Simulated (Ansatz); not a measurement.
# CaHN: uniaxial strain along a

How does CaHN answer uniaxial strain along a between -4.5 and +4.5 %? At each strain the lengths of b and c and the atoms relax, the angles are held, within the symmetry that is left.

Computed with Ansatz 0.2.0 (DFT r2SCAN, scalar-relativistic, plane waves, PAW, unless a step's input says otherwise).

## 1. Starting point

Symmetry: I4mm, No. 107, tetragonal system. The conventional cell has a = 3.528 Å, b = 3.528 Å, c = 5.678 Å, α = 90.00°, β = 90.00°, γ = 90.00°. Around Ca (site symmetry 4mm) lie 5 N at 2.31 to 2.55 Å and 5 H at 2.34 to 2.54 Å. Around H (site symmetry 4mm) lie 1 N at 1.03 Å. Around N (site symmetry 4mm) lie 1 H at 1.03 Å.

As a file:

```
CELL_PARAMETERS angstrom
-1.76404 1.76404 2.83903
1.76404 -1.76404 2.83903
1.76404 1.76404 -2.83903
ATOMIC_POSITIONS crystal
Ca 0.05172 0.05172 0.00000
H 0.63994 0.63994 0.00000
N 0.45835 0.45835 0.00000
```

Source of the structure: the Materials Project (structure only).

(A quick probe on a coarse mesh, which set the mesh and smearing, is not shown.)

## 3. The relaxation

Input file input.yaml:

```yaml
crystal:
  lattice:
    - [-1.7640407162, 1.7640407162, 2.8390341091]
    - [1.7640407162, -1.7640407162, 2.8390341091]
    - [1.7640407162, 1.7640407162, -2.8390341091]
  atoms:
    - { symbol: Ca, position: [0.05171591, 0.05171591, 0.0] }
    - { symbol: H, position: [0.63993544, 0.63993544, 0.0] }
    - { symbol: "N", position: [0.45834965, 0.45834965, 0.0] }
basis:
  ecutwfc: 500
kpoints:
  mp_grid: { grid: [10, 10, 10] }
hamiltonian:
  xc: r2scan
scf:
  occupations: { method: gaussian, width: 0.02 }
output:
  forces: true
  stress: true
  eigenvalues: true
relax:
  adjacent_minimum: "off"
  f_tol: 0.005
  max_steps: 80
  cell: { stress_tol: 0.05 }
```

Launch:

```sh
$ ansatz run input.yaml --threads 1 --pin off --max-ram 1331MiB --backend cpu --events-out ev --progress --plain --runs-dir out
```

Further runs follow: zero strain; the gap over the whole zone; the cell strained by -1.5 %; band edges over the zone at -1.5 %; strain +1.5 %; band edges over the zone at +1.5 %; strain -3.0 %; band edges over the zone at -3.0 %; the cell strained by +3.0 %; band edges over the zone at +3.0 %; strain -4.5 %; the gap over the whole zone at -4.5 %; the cell strained by +4.5 %; band edges over the zone at +4.5 %.

Q: Predict the outcome of this session. Wanted: relaxed cell; volume; formation energy; (1/V) d²E/dε² at zero strain, cubic fit; strain of the free axis b per applied strain; gap shift, negative and positive side.

**Answer**, as computed:

```
                                                               quantity                                                                      value
                                            relaxed cell (conventional)  a = 3.522 Å, b = 3.522 Å, c = 5.658 Å, α = 90.00°, β = 90.00°, γ = 90.00°
                                                   space group (0.01 Å)                                                             I4mm (No. 107)
                                                                 volume                                                              11.70 Å³/atom
formation energy (elements from runs with the same settings, not shown)                                                              -0.88 eV/atom
                                                    largest energy cost                                                    13.5 meV/atom at -4.5 %
                                (1/V) d²E/dε² at zero strain, cubic fit                                                                    170 GPa
                           strain of the free axis b per applied strain                                                                      -0.13
                                  gap shift, negative and positive side                                                         +36, -34 meV per %
```

In words: The relaxed volume is 0.7 % smaller than at the start. From the curvature follows Young's modulus along a, angles held: 170 GPa. Compression by 4.5 % costs 13.5 meV/atom and stretching 11.6. The free axis b moves against the applied strain (factor -0.13). The gap runs from 2.56 eV at -4.5 % through 2.76 to 2.59 eV at +4.5 %.
